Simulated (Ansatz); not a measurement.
# BCl2H3O: the cost of one run

Method: PBE0-D4/def2-SVP; program: Ansatz 0.2.0, Gaussian basis.

22 further runs of the same task are left out: 22 set aside as unsound or not needed.

## 1. The starting structure

The first end: 7 atoms, charge 0, spin multiplicity 1.

Atoms are counted from 1 here; the program's logs count them from 0.

Bond lengths: B1–H2 1.189 Å, B1–Cl3 1.824 Å, B1–Cl4 1.823 Å, B1–O6 1.651 Å, H5–O6 0.971 Å, O6–H7 0.971 Å. Angles: H2–B1–Cl3 114.4°, H2–B1–Cl4 114.4°, H2–B1–O6 105.8°, Cl3–B1–Cl4 115.1°, Cl3–B1–O6 102.6°, Cl4–B1–O6 102.6°, B1–O6–H5 106.3°, B1–O6–H7 106.2°, H5–O6–H7 108.3°.

Geometry (Å):

```xyz
7
BCl2H3O
B    -0.4734   -0.4493   -0.1441
H    -0.6710   -1.4728    0.4284
Cl    0.1529   -0.6470   -1.8452
Cl   -1.7945    0.7919    0.0541
H     1.4896    0.3893   -0.0443
O     0.8030    0.2580    0.6290
H     0.4935    1.1300    0.9220
```

The second end:

```
B    -0.5036    0.6911   -0.4032
H     0.5083   -2.1471    0.6756
Cl   -0.1935   -0.0321   -1.9797
Cl   -2.0972    0.5871    0.3002
H     0.5174   -1.7651    1.3172
O     0.4614    1.3291    0.2739
H     1.3072    1.3372   -0.1840
```

## 2. The band at PBE0-D4/def2-SVP

neb/in.yaml reads:

```yaml
crystal:
  periodic: [false, false, false]
  atoms:
    - {symbol: B, position_ang: [-0.473393, -0.449344, -0.144050]}
    - {symbol: H, position_ang: [-0.671033, -1.472773, 0.428440]}
    - {symbol: Cl, position_ang: [0.152889, -0.646968, -1.845239]}
    - {symbol: Cl, position_ang: [-1.794483, 0.791858, 0.054078]}
    - {symbol: H, position_ang: [1.489576, 0.389339, -0.044297]}
    - {symbol: O, position_ang: [0.802952, 0.257950, 0.629039]}
    - {symbol: H, position_ang: [0.493492, 1.130038, 0.922028]}
basis:
  gaussian: {orbitals: def2-SVP}
hamiltonian: {xc: pbe0, dispersion: d4}
neb:
  images: 5
  climbing: true
  max_iterations: 40
  initial_path: idpp
  final_atoms:
    - {symbol: B, position_ang: [-0.503625, 0.691063, -0.403203]}
    - {symbol: H, position_ang: [0.508270, -2.147065, 0.675605]}
    - {symbol: Cl, position_ang: [-0.193547, -0.032132, -1.979677]}
    - {symbol: Cl, position_ang: [-2.097198, 0.587066, 0.300164]}
    - {symbol: H, position_ang: [0.517450, -1.765131, 1.317211]}
    - {symbol: O, position_ang: [0.461417, 1.329131, 0.273944]}
    - {symbol: H, position_ang: [1.307232, 1.337168, -0.184045]}
```

On the command line:

```console
$ ansatz run in.yaml --threads 2 --pin off --events-out ev --progress --plain --max-ram 4352MiB
```

**Question.** How long does this run take on 2 threads of Arm Neoverse V2, shared host?

About 2.8 min.
